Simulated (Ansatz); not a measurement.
# C4H10Cl2InN: basis-set convergence

Aim: see how fast density functionals converge with the basis set for C4H10Cl2InN.

The runs use Ansatz 0.2.0, Gaussian basis; one geometry, several basis sets.

Plan: PBE0-D4/def2-SVP; ωB97M-V/def2-SVP; PBE0-D4/def2-QZVPP; ωB97M-V/def2-QZVPP; the functionals' def2-TZVPP values are taken from earlier runs.

### 1 The relaxed structure

The geometry comes from an earlier relaxation with PBE0-D4 in a triple-zeta def2 set; it is a stationary point, not always the lowest conformer. In takes the def2 core potential; no spin-orbit term is included.

SMILES `CC(C)(C)[NH][In]([Cl])[Cl]`, 18 atoms, charge 0, spin multiplicity 1.

Atoms are counted from 1 here; the program's logs count them from 0.

Bond lengths: C1–C2 1.529 Å, C1–H9 1.093 Å, C1–H10 1.093 Å, C1–H11 1.095 Å, C2–C3 1.523 Å, C2–C4 1.527 Å, C2–N5 1.464 Å, C3–H12 1.092 Å, C3–H13 1.092 Å, C3–H14 1.094 Å, C4–H15 1.092 Å, C4–H16 1.092 Å, C4–H17 1.094 Å, N5–In6 2.002 Å, N5–H18 1.013 Å, In6–Cl7 2.312 Å, In6–Cl8 2.316 Å. Angles: C2–C1–H9 110.6°, C2–C1–H10 111.6°, C2–C1–H11 110.4°, H9–C1–H10 108.2°, H9–C1–H11 108.3°, H10–C1–H11 107.7°, C1–C2–C3 109.8°, C1–C2–C4 109.6°, C1–C2–N5 112.0°, C3–C2–C4 109.7°, C3–C2–N5 108.6°, C4–C2–N5 107.1°, C2–C3–H12 110.4°, C2–C3–H13 110.7°, C2–C3–H14 111.3°, H12–C3–H13 108.6°, H12–C3–H14 108.4°, H13–C3–H14 107.3° and more.

### 2 PBE0-D4 in def2-SVP

File in.yaml:

```yaml
crystal:
  periodic: [false, false, false]
  atoms:
    - {symbol: C, position_ang: [0.674993, 1.412978, 0.022709]}
    - {symbol: C, position_ang: [0.126243, 0.045127, 0.428602]}
    - {symbol: C, position_ang: [1.122609, -1.042729, 0.051760]}
    - {symbol: C, position_ang: [-0.119480, 0.017848, 1.935148]}
    - {symbol: N, position_ang: [-1.152836, -0.246718, -0.222177]}
    - {symbol: In, position_ang: [-1.409272, -0.456996, -2.196230]}
    - {symbol: Cl, position_ang: [0.210861, -0.992862, -3.756310]}
    - {symbol: Cl, position_ang: [-3.570436, -0.370525, -3.025246]}
    - {symbol: H, position_ang: [-0.047874, 2.200831, 0.249796]}
    - {symbol: H, position_ang: [1.606605, 1.644220, 0.546169]}
    - {symbol: H, position_ang: [0.882945, 1.437791, -1.052069]}
    - {symbol: H, position_ang: [0.745748, -2.023767, 0.348122]}
    - {symbol: H, position_ang: [2.081880, -0.874949, 0.545732]}
    - {symbol: H, position_ang: [1.309556, -1.055532, -1.026458]}
    - {symbol: H, position_ang: [0.808472, 0.200410, 2.481624]}
    - {symbol: H, position_ang: [-0.518182, -0.951841, 2.238905]}
    - {symbol: H, position_ang: [-0.835852, 0.791875, 2.226501]}
    - {symbol: H, position_ang: [-1.915981, 0.264861, 0.203421]}
basis:
  gaussian: {orbitals: def2-SVP}
hamiltonian: {xc: pbe0, dispersion: d4}
output: {orbitals: {seedname: orbitals}}
```

Started as:

```
$ ansatz run in.yaml --threads 5 --pin off --events-out ev --progress --plain --max-ram 66560MiB --backend cpu
```

Further steps of the session: ωB97M-V in def2-SVP; PBE0-D4 in def2-QZVPP; ωB97M-V in def2-QZVPP.

Q: Predict the results of all the runs planned. Wanted: PBE0-D4: double and triple zeta above quadruple; ωB97M-V: double and triple zeta above quadruple.

The runs gave:

| quantity | value |
| --- | --- |
| PBE0-D4: double and triple zeta above quadruple | 16.38, 1.11 eV |
| ωB97M-V: double and triple zeta above quadruple | 16.60, 1.07 eV |

What this shows: For PBE0-D4 the step from double to triple zeta gains 15.27 eV and the next only 1.11 eV. Total energies overstate the basis error of differences, where much of it tends to cancel.
